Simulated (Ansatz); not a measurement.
# GaH₃NS radical (SMILES [NH2][Ga][SH]): one structure at several levels

The task here is to estimate one member of a computed series from the others.

Program: Ansatz 0.2.0, Gaussian basis. Level of theory: single points in def2-TZVPP. These are calculated values, not measurements.

Correlated methods freeze the cores. Filled d shells of the heavier atoms are correlated. Orbitals are unrestricted.

### The system as given

SMILES `[NH2][Ga][SH]`, 6 atoms, charge 0, spin multiplicity 2.

Atoms are counted from 1 here; the program's logs count them from 0.

Bond lengths: N1–Ga2 1.872 Å, N1–H4 1.025 Å, N1–H5 1.012 Å, Ga2–S3 2.428 Å, S3–H6 1.299 Å. Angles: Ga2–N1–H4 113.5°, Ga2–N1–H5 108.4°, H4–N1–H5 113.7°, N1–Ga2–S3 109.7°, Ga2–S3–H6 85.8°.

As a file:

```xyz
6
GaH3NS
N    -1.0684   -0.0676   -0.3631
Ga    0.0007   -0.6481    1.0599
S     2.2410    0.2569    0.8246
H    -0.9516   -0.6243   -1.2157
H    -2.0266   -0.0117   -0.0416
H     1.7506    0.9605   -0.1509
```

Set-up of the first run:

The input, run/in.yaml:

```yaml
crystal:
  periodic: [false, false, false]
  atoms:
    - {symbol: N, position_ang: [-1.068400, -0.067600, -0.363100]}
    - {symbol: Ga, position_ang: [0.000700, -0.648100, 1.059900]}
    - {symbol: S, position_ang: [2.241000, 0.256900, 0.824600]}
    - {symbol: H, position_ang: [-0.951600, -0.624300, -1.215700]}
    - {symbol: H, position_ang: [-2.026600, -0.011700, -0.041600]}
    - {symbol: H, position_ang: [1.750600, 0.960500, -0.150900]}
basis:
  gaussian: {orbitals: def2-TZVPP}
magnetization: {spin_polarized: true, initial_magnetization: 1}
correlation: {method: ccsd_t}
scf: {omitted_lower_state_checks: [cluster_reference]}
```

The command line of these runs was not kept.

Steps of the session up to this table: CCSD(T)/def2-TZVPP; PBE0-D4/def2-TZVPP; wB97M-V/def2-TZVPP; r2SCAN-D4/def2-TZVPP; PBE-D4/def2-TZVPP; HSE06-D4/def2-TZVPP; r2SCANh-D4/def2-TZVPP.

One of the session's tables, all rows but one given; the rest of the session is left out.

| method | RMS force component (eV/Å) | dipole (D) |
| --- | --- | --- |
| PBE0-D4 | 0.714 | 3.14 |
| wB97M-V | 0.711 | 3.16 |
| r2SCAN-D4 | 0.707 | 3.11 |
| PBE-D4 | 0.725 | 2.98 |
| HSE06-D4 | ? | ? |
| r2SCANh-D4 | 0.712 | 3.15 |

Estimate the missing values for HSE06-D4.

The run gave: RMS force component (eV/Å): 0.711; dipole (D): 3.13.
